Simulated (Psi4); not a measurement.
# SiF3 (trifluorosilyl) at U-wB97X-D/pcseg-2 (sweep point 3)

Aim: the energy change on altering one bond length of SiF3 (trifluorosilyl) at U-wB97X-D/pcseg-2 (sweep point 3), from 2 runs. The job is set up through a Python script.

Program for the calculation: Psi4 1.11.

## 1. The structure to begin with

SiF3 has 4 atoms, charge 0, and is taken as a doublet. As SMILES, `F[Si](F)F`. The coordinates come from a GFN2-xTB relaxation.

Bond lengths: F1–Si2 1.590 Å, Si2–F3 1.590 Å, Si2–F4 1.590 Å. Angles: F1–Si2–F3 104.5°, F1–Si2–F4 104.3°, F3–Si2–F4 104.5°.

## 2. A single-point energy at U-wB97X-D/pcseg-2 (sweep point 3)

Contents of run.py:

```python
import psi4

psi4.set_memory('1600 MB')
psi4.set_num_threads(1)
psi4.set_output_file('psi4.out', False)

m = psi4.geometry("""
0 2
F      0.787890    -0.508980     1.119030
Si    -0.325240     0.244050     0.268860
F     -0.962750    -0.889100    -0.646850
F      0.500100     1.154030    -0.741040
units angstrom
symmetry c1
""")

options = {'reference': 'uks', 'puream': True, 'scf_type': 'pk', 'dft_radial_points': 99, 'dft_spherical_points': 590, 'maxiter': 150}
psi4.set_options(options)

e = psi4.energy('wb97x-d/pcseg-2')
print(f'wb97x-d/pcseg-2 energy: {e:.10f} Eh')
```

The run is started by

```sh
python run.py
```

psi4.out:

```text
[...]
  Running in c1 symmetry.
[...]
  Nuclear repulsion =  176.933542927181890
[...]
  Multiplicity = 2
[...]
  Nalpha       = 21
  Nbeta        = 20
[...]
    Number of basis functions: 124
[...]
   @UKS iter   1:  -589.09147010943070   -6.06731e-01   5.29514e-03 DIIS/ADIIS
[...]
   @UKS iter   7:  -589.21905646375387   -2.02906e-07   8.89637e-07 DIIS
[...]
   @S^2 Observed:                7.510146189E-01
[...]
    Orbital Energies [Eh]
    ---------------------
    Alpha Occupied:
       1A    -66.360196     2A    -24.826833     3A    -24.826713
       4A    -24.826635     5A     -5.498238     6A     -3.843329
       7A     -3.841776     8A     -3.841764     9A     -1.343531
      10A     -1.314505    11A     -1.314291    12A     -0.695545
      13A     -0.620832    14A     -0.620665    15A     -0.596814
      16A     -0.568906    17A     -0.568808    18A     -0.539823
      19A     -0.539624    20A     -0.523586    21A     -0.372838
    Alpha Virtual:
      22A      0.082280    23A      0.082608    24A      0.138258
      25A      0.211699    26A      0.257911    27A      0.258254
[...]
  @UKS Final Energy:  -589.21905646375387
   => Energetics <=
    Nuclear Repulsion Energy =            176.9335429271818896
    One-Electron Energy =               -1172.0100031573983870
    Two-Electron Energy =                 443.4859432667548731
    DFT Exchange-Correlation Energy =     -37.6281457744847074
    Empirical Dispersion Energy =          -0.0003937258076022
    VV10 Nonlocal Energy =                  0.0000000000000000
    Total Energy =                       -589.2190564637538728
[...]
 Multipole Moments:
 ------------------------------------------------------------------------------------
     Multipole            Electronic (a.u.)      Nuclear  (a.u.)        Total (a.u.)
 ------------------------------------------------------------------------------------
 L = 1.  Multiply by 2.5417464519 to convert [e a0] to [Debye]
 Dipole X            :         -0.0906846           -0.4104166           -0.5011013
 Dipole Y            :          0.0662987            0.3079639            0.3742626
 Dipole Z            :          0.0739599            0.3392714            0.4132313
 Magnitude           :                                                    0.7496233
[...]
```

Standard output:

```text
wb97x-d/pcseg-2 energy: -589.2190564638 Eh
```

Wall time 18 s (1 thread of Intel Xeon 6975P-C (Granite Rapids), shared host); peak memory 1 GiB.

## 3. The distorted shape at the same level

Contents of run.py:

```python
import psi4

psi4.set_memory(1600000000)
psi4.set_num_threads(1)
psi4.set_output_file('f3si.out', False)

m = psi4.geometry("""
0 2
F      1.297900     0.397544     1.851601
Si     0.184770     1.150574     1.001431
F     -0.962750    -0.889100    -0.646850
F      1.010110     2.060554    -0.008469
symmetry c1
""")

psi4.set_options({
    'basis': 'pcseg-2',
    'reference': 'uks',
    'puream': True,
    'scf_type': 'pk',
    'dft_radial_points': 99,
    'dft_spherical_points': 590,
    'maxiter': 150,
})

e_tot, wfn = psi4.energy('wb97x-d', molecule=m, return_wfn=True)
print(f'total energy {e_tot:.8f} hartree = {e_tot * 27.211386:.5f} eV')
for k, v in sorted(psi4.core.scalar_variables().items()):
    print(f'{k:45s} {v:18.10f}')
```

The run is started by

```sh
python run.py
```

f3si.out:

```text
[...]
  Running in c1 symmetry.
[...]
  Nuclear repulsion =  147.985723597815877
[...]
  Multiplicity = 2
[...]
  Nalpha       = 21
  Nbeta        = 20
[...]
    Number of basis functions: 124
[...]
   @UKS iter   1:  -588.76523164441028   -7.42696e-01   6.60741e-03 ADIIS/DIIS
[...]
   @UKS iter  14:  -589.06895089497414   -1.20756e-07   5.95433e-07 DIIS
[...]
   @S^2 Observed:                7.887951304E-01
[...]
    Orbital Energies [Eh]
    ---------------------
    Alpha Occupied:
       1A    -66.374543     2A    -24.848956     3A    -24.848923
       4A    -24.821384     5A     -5.510690     6A     -3.856992
       7A     -3.853490     8A     -3.851471     9A     -1.353499
      10A     -1.333452    11A     -1.255936    12A     -0.697730
      13A     -0.631348    14A     -0.601837    15A     -0.597491
      16A     -0.568090    17A     -0.565285    18A     -0.553513
      19A     -0.498247    20A     -0.497847    21A     -0.413617
    Alpha Virtual:
      22A     -0.026943    23A      0.057267    24A      0.081061
      25A      0.187239    26A      0.227082    27A      0.258659
[...]
  @UKS Final Energy:  -589.06895089497414
   => Energetics <=
    Nuclear Repulsion Energy =            147.9857235978158769
    One-Electron Energy =               -1114.0757410062865347
    Two-Electron Energy =                 414.4969264291285072
    DFT Exchange-Correlation Energy =     -37.4753328754601327
    Empirical Dispersion Energy =          -0.0005270401718753
    VV10 Nonlocal Energy =                  0.0000000000000000
    Total Energy =                       -589.0689508949741366
[...]
 Multipole Moments:
 ------------------------------------------------------------------------------------
     Multipole            Electronic (a.u.)      Nuclear  (a.u.)        Total (a.u.)
 ------------------------------------------------------------------------------------
 L = 1.  Multiply by 2.5417464519 to convert [e a0] to [Debye]
 Dipole X            :          0.2693743           -0.2495227            0.0198516
 Dipole Y            :          0.2489557            0.5939470            0.8429027
 Dipole Z            :          0.1813246            0.5703771            0.7517017
 Magnitude           :                                                    1.1295727
[...]
```

Standard output:

```text
total energy -589.06895089 hartree = -16029.38260 eV
CURRENT ENERGY                                   -589.0689508950
CURRENT REFERENCE ENERGY                         -589.0689508950
DD SOLVATION ENERGY                                 0.0000000000
DFT FUNCTIONAL TOTAL ENERGY                      -589.0684238548
DFT TOTAL ENERGY                                 -589.0689508950
DFT VV10 ENERGY                                     0.0000000000
DFT XC ENERGY                                     -37.4753328755
DISPERSION CORRECTION ENERGY                       -0.0005270402
GRID ELECTRONS ALPHA                               21.0000006652
GRID ELECTRONS BETA                                20.0000007601
GRID ELECTRONS TOTAL                               41.0000014254
NUCLEAR REPULSION ENERGY                          147.9857235978
ONE-ELECTRON ENERGY                             -1114.0757410063
PCM POLARIZATION ENERGY                             0.0000000000
PE ENERGY                                           0.0000000000
SCF ITERATION ENERGY                             -589.0689508950
SCF ITERATIONS                                     14.0000000000
SCF TOTAL ENERGY                                 -589.0689508950
TWO-ELECTRON ENERGY                               414.4969264291
WB97X-D DISPERSION CORRECTION ENERGY               -0.0005270402
XC GRID RADIAL POINTS                              99.0000000000
XC GRID SPHERICAL POINTS                          590.0000000000
XC GRID TOTAL POINTS                           227275.0000000000
```

Run time: 23 s. Hardware: 1 thread of Intel Xeon 6975P-C (Granite Rapids), shared host; peak memory 1 GiB.

## 4. Results

At U-wB97X-D/pcseg-2 (sweep point 3):

| quantity | value |
| --- | --- |
| first shape: total energy | -589.21906 Eh |
| first shape: dipole moment | 1.91 D |
| first shape: HOMO energy (highest over α and β) | -10.15 eV |
| first shape: LUMO energy (lowest over α and β) | -2.68 eV |
| first shape: dispersion energy | -1.03 kJ/mol |
| first shape: ⟨S²⟩ | 0.751 |
| distorted shape: total energy | -589.06895 Eh |
| distorted shape: dipole moment | 2.87 D |
| distorted shape: HOMO energy (highest over α and β) | -10.86 eV |
| distorted shape: LUMO energy (lowest over α and β) | -4.55 eV |
| distorted shape: dispersion energy | -1.38 kJ/mol |
| distorted shape: ⟨S²⟩ | 0.789 |
| energy change with the Si2–F3 bond stretched from 1.590 to 2.862 Å | 4.085 eV |

**Reading.** With the Si2–F3 bond stretched from 1.590 to 2.862 Å the energy rises by 4.08 eV (394 kJ/mol). The first shape isn't relaxed at this level, so the change isn't measured from a minimum.
